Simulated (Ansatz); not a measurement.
# BiTe (Fm-3m) in Ansatz: a series of runs

Runs on BiTe. Level: revPBE+D4. Tasks: single point, equation of state.

Program: Ansatz 0.2.0. These are calculated values, not measurements. Logs are shortened: lines on timing, memory, paths and dates and some standing lists are left out, and cuts for length are marked.

## Step 1: The structure

Symmetry: Fm-3m, No. 225, cubic system. Conventional cell: a = 6.470 Å, b = 6.470 Å, c = 6.470 Å, α = 90.00°, β = 90.00°, γ = 90.00°. Bi (site symmetry m-3m) has 6 Te at 3.23 Å as nearest neighbours. Around Te (site symmetry m-3m) lie 6 Bi at 3.23 Å.

## Step 2: Single point, revPBE+D4, non-collinear spin, ferromagnetic start, 31.82 Å³/atom (volume scaled by 0.94)

Contents of input.yaml:

```yaml
crystal:
  lattice:
    - [0.0, 3.1689610617, 3.1689610617]
    - [3.1689610617, 0.0, 3.1689610617]
    - [3.1689610617, 3.1689610617, 0.0]
  atoms:
    - { symbol: Bi, position: [0.0, 0.0, 0.0], spin: 0.5, spin_axis: [0.0, 0.0, 0.5] }
    - { symbol: Te, position: [0.5, 0.5, 0.5] }
hamiltonian:
  xc: revpbe
  pseudopotentials: { kind: paw }
  dispersion: d4
magnetization:
  noncollinear: true
  spin_orbit: false
kpoints:
  mp_grid: { grid: [7, 7, 7] }
scf:
  occupations: { method: tetrahedron }
output:
  forces: true
  stress: true
```

Potentials or basis: Ansatz PAW.

Run with:

```console
$ ansatz run input.yaml --threads 1 --pin off --max-ram 2560MiB --backend cpu --events-out ev --progress --plain --runs-dir out
```

Standard output:

```text
Warning: output.forces, output.stress, relax.cell or npt_langevin: where a Kohn–Sham band that disperses or a degenerate level is filled in part under the method tetrahedron, the forces or the stress that this run publishes need not agree with its energy (scf.occupations.method in the input reference, under Limitations); prefer a smearing scheme for the forces or the stress
Warning: RAYON_NUM_THREADS=1 ignored (pool sized by the plan → 1); use --threads N
Engine: ansatz 0.2.0, x86_64-unknown-linux-gnu
Pseudopotentials: kind: paw
Pseudopotential: Bi, paw, valence charge 15, recommended cutoff 420 eV (normal), Bi.paw.azcp
Pseudopotential: Te, paw, valence charge 16, recommended cutoff 420 eV (normal), Te.paw.azcp
Functional definition: revPBE
  parameter kappa = 1.245
  parameter beta = 0.06672455060314922
  exchange = pbe_x(kappa = kappa, mu = beta*pi^2/3)
  correlation = pbe_c(beta = beta)
this run first makes a single point of its starting geometry on two collinear spin channels, or without spin where it has no moments, for its own SCFs to start from. `scf.lower_state_search: off` leaves that single point out
Crystal: 2 atoms, lattice volume = 63.647 Å³
Basis set: ecut = 420 eV, 1243 PW (Γ), exchange–correlation on 60×60×60 points (8 copies of the dense FFT grid, shifted against one another)
Bands: 20, of which v1, the nominal top of the filled ones, is band 16 counted from 1 (15 counted from 0)
Symmetry: 48 space group operations
Space group: Fm-3m (ITA 225), of the structure as read, at distance tolerance 4.0e-5 Å
Magnetic group: BNS 225.116 (UNI 1618), of the structure as read, at distance tolerance 4.0e-5 Å
k-points: 20 of 343
Non-local potential: Bi, projectors of the file, l = 0: 2, l = 1: 2, l = 2: 2, l = 3: 2
Non-local potential: Te, projectors of the file, l = 0: 2, l = 1: 2, l = 2: 2, l = 3: 2
PAW form: soft (Blöchl's): semilocal exchange-correlation on the pseudo side does not see the compensation charge
PAW frozen core: Bi, regenerated for the run's functional, and the local potential with it (the file was generated under x = pbe(κ = 0.804, μ = 0.2195149727645171), c = pbe(β = 0.06672455060314922))
PAW frozen core: Te, regenerated for the run's functional, and the local potential with it (the file was generated under x = pbe(κ = 0.804, μ = 0.2195149727645171), c = pbe(β = 0.06672455060314922))
PAW one-centre angular grid: Bi, 590 points (default); XC on 64 Gauss nodes
PAW one-centre angular grid: Te, 590 points (default); XC on 64 Gauss nodes
Initial density: superposition of atomic densities (chi_scale 0.1, normalization cell)
Starting moments: Σ|m| = 0.5 μB on 1 of 2 sites
Initial wavefunctions: pseudopotential atomic-orbital guess
Functional: x = revpbe(κ = 1.245, μ = 0.2195149727645171), c = pbe(β = 0.06672455060314922)
iter 1 solved again at ethr=4.03e-4 eV; its pass at ethr=3.10e-3 eV (dr2=1.25e-1 eV) is discarded
SCF iter   1: F=—  HF=-19395.585435 eV  |F-HF|=—  |Δ(HF+E_count)|=         —  Δρ=1.47e-2 (↑1.47e-2 ↓1.27e-2)  dr2=1.27e-1  dr2_m=9.14e-2  M=0.108 μB ∫|m|=0.109 μB  β_m=0.30  ethr=4.03e-4  ⟨swp⟩=1.0  Hψ=5254  notcnv=0
preconditioner: auto → Kerker (q_TF=auto, 2.420 Å⁻¹)  [metal: no gap  n_scr=14 (ndim 8)  ℏωp=15.4 eV  f_vac=0.000]
spin=Collinear: Kerker preconditioning applied to the charge; magnetization (m = ρ↑ − ρ↓) channel mixes plain (no charge-response kernel on spin).
SCF iter   2: F=—  HF=-19395.590204 eV  |F-HF|=—  |Δ(HF+E_count)|=   4.77e-3  Δρ=1.07e-2 (↑1.07e-2 ↓9.15e-3)  dr2=7.58e-2  dr2_m=4.61e-2  M=0.092 μB ∫|m|=0.092 μB  β_m=0.30  ethr=4.03e-4  ⟨swp⟩=1.1  Hψ=804  notcnv=0
[... 6 lines left out ...]
spin-set hold released at iteration 7 (site moments contracting): the magnetisation degrees of freedom join the quasi-Newton model from the next iteration; the mixer history was flushed
[... 8 lines left out ...]
SCF iter  13: F=-19395.601086 eV  HF=-19395.601086 eV  |F-HF|=9.13e-10  |Δ(HF+E_count)|=   2.70e-7  Δρ=6.64e-7 (↑6.64e-7 ↓5.93e-7)  dr2=7.66e-10  dr2_m=1.31e-10  M=-0.000 μB ∫|m|=0.000 μB  β_m=0.99  ethr=1.55e-11  ⟨swp⟩=1.0  Hψ=2639  notcnv=0
SCF iter  14: F=-19395.601086 eV  HF=-19395.601086 eV  |F-HF|=1.38e-10  |Δ(HF+E_count)|=   1.70e-7  Δρ=2.45e-7 (↑2.45e-7 ↓1.80e-7)  dr2=8.42e-11  dr2_m=1.65e-11  M=-0.000 μB ∫|m|=0.000 μB  ethr=2.47e-12  ⟨swp⟩=1.0  Hψ=2695  notcnv=0
SCF 1 converged in 14 iterations: F = -19395.601086 eV  dr2 = 8.42e-11
this run first made a single point of its starting geometry. This run's own SCFs start from that state's density. Of the state that the single point found these notices stand: stability_check_not_made.
Bands: 40, of which v1, the nominal top of the filled ones, is band 31 counted from 1 (30 counted from 0)
Symmetry: 48 space group operations + 48 with time reversal
Moments: of one size on atoms that these operations exchange, one fixing the others by the rotation that the starting moments gave each, and all in one plane where the starting moments lie in one or along one axis (crystal.symmetry.detect: false holds none)
[... 1 line left out ...]
Stability of the state it starts from, as read at its close in the collinear treatment: not read, because cold or Methfessel-Paxton smearing, or corrected tetrahedra, fill the levels in a way that the test cannot read (fill_not_monotonic); its run was given moments
Starting moments: Σ|m| = 0.5 μB on 1 of 2 sites; this step starts from the density that it was given
[... 2 lines left out ...]
eigensolver tolerance schedule: the retry pair's looser diagonalisation over-reported the residual by 55119.13 of it (diagonalisation noise at an unbounded share of the residual, at the tolerance the schedule requests for it); recorded, not acted on — ethr = c·dr2/N_el stays at c = 1.0e-1
[... 1 line left out ...]
spin=Noncollinear: Kerker preconditioning applied to the charge; magnetization (m_x, m_y, m_z) channels mix plain (no charge-response kernel on spin).
[... 1 line left out ...]
WARN: the starting moments were not kept: the SCF closed with an absolute magnetisation of 9.2e-6 μB, where they sum to 0.5 μB in size (1 site). That is at most 0.1 of that sum. Measured as dr2_m measures the in/out step, that magnetisation stands 4.9e-12 eV from none, at or under the dr2_threshold of 1.0e-7 eV: it is no larger than a step whose dr2_m would equal this threshold. The system may hold no moment; this SCF shows only that its start led to no more than that. This SCF took its magnetisation from a saved state (the deck's checkpoint.read, a session's seed or a resume), or from the single point or search that the run made first, and not from the starting moments. Where the run's atoms have moved since that state, how it is taken is a key of its own (checkpoint.density_extrapolation: follow_atoms, where typed, takes the whole of its magnetisation to them with its atoms, but for some exceptions; the density_extrapolation keyword of a session's seed is the same key). To be rid of a resumed run's state, run its deck in a fresh run directory. To be rid of the state of a single point that the run made first, give starting moments in the input or, where a deck that gives them still makes one, type scf.lower_state_search: off. To try another start, run it without that state.
SCF 2 converged in 2 iterations: F = -19395.601086 eV  dr2 = 2.35e-10
SCF converged after 2 iterations
Stability not checked: this state was not tested for a lower state beside it, because cold or Methfessel-Paxton smearing, or corrected tetrahedra, fill the levels in a way that the test cannot read (fill_not_monotonic; see scf.lower_state_search)
Magnetization: |M| = 0.0000 μB,  M = (+0.0000, +0.0000, -0.0000) μB
Absolute magnetization: 0.0000 μB (∫|m|, with the PAW one-centre terms)
Moment direction: held on its axis by an average over the rotations of spin about it
  site 0: m = (+0.0000, +0.0000, -0.0000) μB, |m| = 0.0000 μB  (R = 1.31 Å)
  site 1: m = (+0.0000, +0.0000, +0.0000) μB, |m| = 0.0000 μB  (R = 1.31 Å)
Free energy (F): -19395.601086 eV
Harris-Foulkes:  -19395.601086 eV  (|F-HF|=8.73e-11)
Internal energy: -19395.599662 eV  (E = F + TS)
E sigma→0 (E₀):  -19395.601086 eV
Entropy (-TS):   -0.001425 eV (-0.712 meV/atom)
Fermi energy:    11.108038 eV
--- Per-component energies (eV) ---
  E_band       = -335.596379
  E_kinetic    = 483.263580
  E_local      = -2661.881137  (includes V_loc(G=0)·N_el)
  E_nonlocal   = 249.283617
  E_hartree    = 1253.784838
  E_xc         = -276.680566
  E_vxc        = -249.241247  (∫ρ·V_xc dr)
  E_paw        = -15342.352850  (= ΣΔE_a)
  E_vpaw       = -664.589224  (= ΣTr[D̂ρ^β])
  E_aug_tail   = -0.000621  (compensation charges beyond the density's cutoff)
  E_ewald      = -3099.427094
  E_disp       = -1.602663  (pairwise vdW)
  E_core_change = 0.013234  (= ΣΔE_core)
  E_smearing   = -0.001425  (= −TS)
  E_closure    = -0.000000  (closes the sum)
  Σ components = -19395.601086   (vs F -19395.601086, Δ=0.00e0)
--- Forces (eV/Å), atoms counted from 1 ---
  atom   1  Bi     0.00000000     0.00000000     0.00000000
  atom   2  Te    -0.00000000    -0.00000000     0.00000000
  max |Σ_I F_I| component: 4.62e-24 eV/Å
--- Stress (GPa, compression-positive) ---
        1.298229      -0.000000       0.000000
        0.000000       1.298229       0.000000
        0.000000      -0.000000       1.298229
  P = ⅓ Tr σ = 1.2982 GPa (12.982 kbar)
--- Band table (eV; the first three rows and the last of 20) ---
[... 4 lines left out ...]
```

Run time: 9.4 s. Hardware: 1 thread of AMD EPYC 7B13 (Zen 3), shared host; peak memory 0.45 GiB.

Results:

```
Free energy            : -19395.6011 eV
Pressure               : 1.3 GPa
Band gap on the k mesh : none (metal or under the smearing width)
Net moment             : 0.00 μB per cell
Absolute moment        : 0.00 μB per cell
```

Caveat: spin-orbit coupling is left out, which moves the levels of the heavy elements; pairwise dispersion overbinds metals, which lowers pressure and volume; the PAW data sets come from PBE, with cores solved anew for the run's functional, which leaves a small shift of forces and pressure; with tetrahedron occupations forces and stress needn't match the slope of the energy; the starting moments weren't kept.

## Step 3: Single point, revPBE+D4, non-collinear spin, ferromagnetic start, 32.50 Å³/atom (volume scaled by 0.96)

Changes to input.yaml since step 2:

```diff
@@ -2,5 +2,5 @@
   lattice:
-    - [0.0, 3.1689610617, 3.1689610617]
-    - [3.1689610617, 0.0, 3.1689610617]
-    - [3.1689610617, 3.1689610617, 0.0]
+    - [0.0, 3.1912784242, 3.1912784242]
+    - [3.1912784242, 0.0, 3.1912784242]
+    - [3.1912784242, 3.1912784242, 0.0]
   atoms:
```

Potentials or basis: Ansatz PAW.

Run with:

```console
$ ansatz run input.yaml --threads 1 --pin off --max-ram 2560MiB --backend cpu --events-out ev --progress --plain --runs-dir out
```

Wall time 11 s (1 thread of AMD EPYC 7B13 (Zen 3), shared host); peak memory 0.47 GiB.

Results (log left out):

* Free energy: -19395.6067 eV
* Pressure: 0.1 GPa
* Band gap on the k mesh: none (metal or under the smearing width)
* Net moment: 0.00 μB per cell
* Absolute moment: 0.00 μB per cell

Caveat: spin-orbit coupling is left out, which moves the levels of the heavy elements; pairwise dispersion overbinds metals, which lowers pressure and volume; the PAW data sets come from PBE, with cores solved anew for the run's functional, which leaves a small shift of forces and pressure; with tetrahedron occupations forces and stress needn't match the slope of the energy; the starting moments weren't kept.

## Step 4: Single point, revPBE+D4, non-collinear spin, ferromagnetic start, 33.18 Å³/atom (volume scaled by 0.98)

Changes to input.yaml since step 3:

```diff
@@ -2,5 +2,5 @@
   lattice:
-    - [0.0, 3.1912784242, 3.1912784242]
-    - [3.1912784242, 0.0, 3.1912784242]
-    - [3.1912784242, 3.1912784242, 0.0]
+    - [0.0, 3.2132879364, 3.2132879364]
+    - [3.2132879364, 0.0, 3.2132879364]
+    - [3.2132879364, 3.2132879364, 0.0]
   atoms:
```

Run with:

```console
$ ansatz run input.yaml --threads 1 --pin off --max-ram 2560MiB --backend cpu --events-out ev --progress --plain --runs-dir out
```

It took 9.8 s on 1 thread of AMD EPYC 7B13 (Zen 3), shared host; peak memory 0.47 GiB.

Results (log left out):

```yaml
Free_energy: -19395.6025 eV
Pressure: -0.9 GPa
Band_gap_on_the_k_mesh: none (metal or under the smearing width)
Net_moment: 0.00 μB per cell
Absolute_moment: 0.00 μB per cell
```

Caveat: spin-orbit coupling is left out, which moves the levels of the heavy elements; pairwise dispersion overbinds metals, which lowers pressure and volume; the PAW data sets come from PBE, with cores solved anew for the run's functional, which leaves a small shift of forces and pressure; with tetrahedron occupations forces and stress needn't match the slope of the energy; the starting moments weren't kept.

## Step 5: Single point, revPBE+D4, non-collinear spin, ferromagnetic start, 33.86 Å³/atom

Changes to input.yaml since step 4:

```diff
@@ -2,5 +2,5 @@
   lattice:
-    - [0.0, 3.2132879364, 3.2132879364]
-    - [3.2132879364, 0.0, 3.2132879364]
-    - [3.2132879364, 3.2132879364, 0.0]
+    - [0.0, 3.235, 3.235]
+    - [3.235, 0.0, 3.235]
+    - [3.235, 3.235, 0.0]
   atoms:
```

Run with:

```console
$ ansatz run input.yaml --threads 1 --pin off --max-ram 2560MiB --backend cpu --events-out ev --progress --plain --runs-dir out
```

It took 11 s on 1 thread of AMD EPYC 7B13 (Zen 3), shared host; peak memory 0.48 GiB.

The run converged. Its results:

- Free energy: -19395.5897 eV
- Pressure: -1.8 GPa
- Band gap on the k mesh: none (metal or under the smearing width)
- Net moment: 0.00 μB per cell
- Absolute moment: 0.00 μB per cell

Caveat: spin-orbit coupling is left out, which moves the levels of the heavy elements; pairwise dispersion overbinds metals, which lowers pressure and volume; the PAW data sets come from PBE, with cores solved anew for the run's functional, which leaves a small shift of forces and pressure; with tetrahedron occupations forces and stress needn't match the slope of the energy; the starting moments weren't kept.

## Step 6: Single point, revPBE+D4, non-collinear spin, ferromagnetic start, 34.53 Å³/atom (volume scaled by 1.02)

Changes to input.yaml since step 5:

```diff
@@ -2,5 +2,5 @@
   lattice:
-    - [0.0, 3.235, 3.235]
-    - [3.235, 0.0, 3.235]
-    - [3.235, 3.235, 0.0]
+    - [0.0, 3.2564244654, 3.2564244654]
+    - [3.2564244654, 0.0, 3.2564244654]
+    - [3.2564244654, 3.2564244654, 0.0]
   atoms:
```

Potentials or basis: Ansatz PAW.

Run with:

```console
$ ansatz run input.yaml --threads 1 --pin off --max-ram 2560MiB --backend cpu --events-out ev --progress --plain --runs-dir out
```

Run time: 10 s. Hardware: 1 thread of AMD EPYC 7B13 (Zen 3), shared host; peak memory 0.48 GiB.

It converged, with:

- Free energy: -19395.5692 eV
- Pressure: -2.6 GPa
- Band gap on the k mesh: none (metal or under the smearing width)
- Net moment: 0.00 μB per cell
- Absolute moment: 0.00 μB per cell

Caveat: spin-orbit coupling is left out, which moves the levels of the heavy elements; pairwise dispersion overbinds metals, which lowers pressure and volume; the PAW data sets come from PBE, with cores solved anew for the run's functional, which leaves a small shift of forces and pressure; with tetrahedron occupations forces and stress needn't match the slope of the energy; the starting moments weren't kept.

## Step 7: Single point, revPBE+D4, non-collinear spin, ferromagnetic start, 35.21 Å³/atom (volume scaled by 1.04)

Changes to input.yaml since step 6:

```diff
@@ -2,5 +2,5 @@
   lattice:
-    - [0.0, 3.2564244654, 3.2564244654]
-    - [3.2564244654, 0.0, 3.2564244654]
-    - [3.2564244654, 3.2564244654, 0.0]
+    - [0.0, 3.2775706714, 3.2775706714]
+    - [3.2775706714, 0.0, 3.2775706714]
+    - [3.2775706714, 3.2775706714, 0.0]
   atoms:
```

Run with:

```console
$ ansatz run input.yaml --threads 1 --pin off --max-ram 2560MiB --backend cpu --events-out ev --progress --plain --runs-dir out
```

Run time: 10 s. Hardware: 1 thread of AMD EPYC 7B13 (Zen 3), shared host; peak memory 0.48 GiB.

It converged, with:

| Property | Result |
| --- | --- |
| Free energy | -19395.5418 eV |
| Pressure | -3.4 GPa |
| Band gap on the k mesh | none (metal or under the smearing width) |
| Net moment | 0.00 μB per cell |
| Absolute moment | 0.00 μB per cell |

Caveat: spin-orbit coupling is left out, which moves the levels of the heavy elements; pairwise dispersion overbinds metals, which lowers pressure and volume; the PAW data sets come from PBE, with cores solved anew for the run's functional, which leaves a small shift of forces and pressure; with tetrahedron occupations forces and stress needn't match the slope of the energy; the starting moments weren't kept.

## Step 8: Single point, revPBE+D4, non-collinear spin, ferromagnetic start, 35.89 Å³/atom (volume scaled by 1.06)

Changes to input.yaml since step 7:

```diff
@@ -2,5 +2,5 @@
   lattice:
-    - [0.0, 3.2775706714, 3.2775706714]
-    - [3.2775706714, 0.0, 3.2775706714]
-    - [3.2775706714, 3.2775706714, 0.0]
+    - [0.0, 3.2984474805, 3.2984474805]
+    - [3.2984474805, 0.0, 3.2984474805]
+    - [3.2984474805, 3.2984474805, 0.0]
   atoms:
@@ -22 +22,5 @@
   stress: true
+  write_density: true
+  write_potential: true
+  elf: true
+  volumetric_format: npy
```

Run with:

```console
$ ansatz run input.yaml --threads 1 --pin off --max-ram 2560MiB --backend cpu --events-out ev --progress --plain --runs-dir out
```

Run time: 13 s. Hardware: 1 thread of AMD EPYC 7B13 (Zen 3), shared host; peak memory 0.48 GiB.

The run converged. Its results:

```yaml
Free_energy: -19395.5083 eV
Pressure: -4.0 GPa
Band_gap_on_the_k_mesh: none (metal or under the smearing width)
Net_moment: 0.00 μB per cell
Absolute_moment: 0.00 μB per cell
```

Caveat: spin-orbit coupling is left out, which moves the levels of the heavy elements; pairwise dispersion overbinds metals, which lowers pressure and volume; the PAW data sets come from PBE, with cores solved anew for the run's functional, which leaves a small shift of forces and pressure; with tetrahedron occupations forces and stress needn't match the slope of the energy; the starting moments weren't kept.

## Step 9: Equation of state, revPBE+D4, non-collinear spin, ferromagnetic start

Potentials or basis: Ansatz PAW.

This step only gathers the single runs of the series.

Results:

```
Equilibrium volume                      : 32.54 Å³/atom
Bulk modulus                            : 55 GPa
Pressure derivative of the bulk modulus : 4.7
```

Energy against volume, from the lowest point:
```csv
volume (Å³/atom),energy (meV/atom)
31.824,2.81
32.501,0.00
33.178,2.09
33.855,8.50
34.532,18.77
35.209,32.46
35.886,49.19
```

Caveat: the potentials were made for another functional, which shifts forces and pressure; spin-orbit coupling is left out, which moves the levels of the heavy elements.
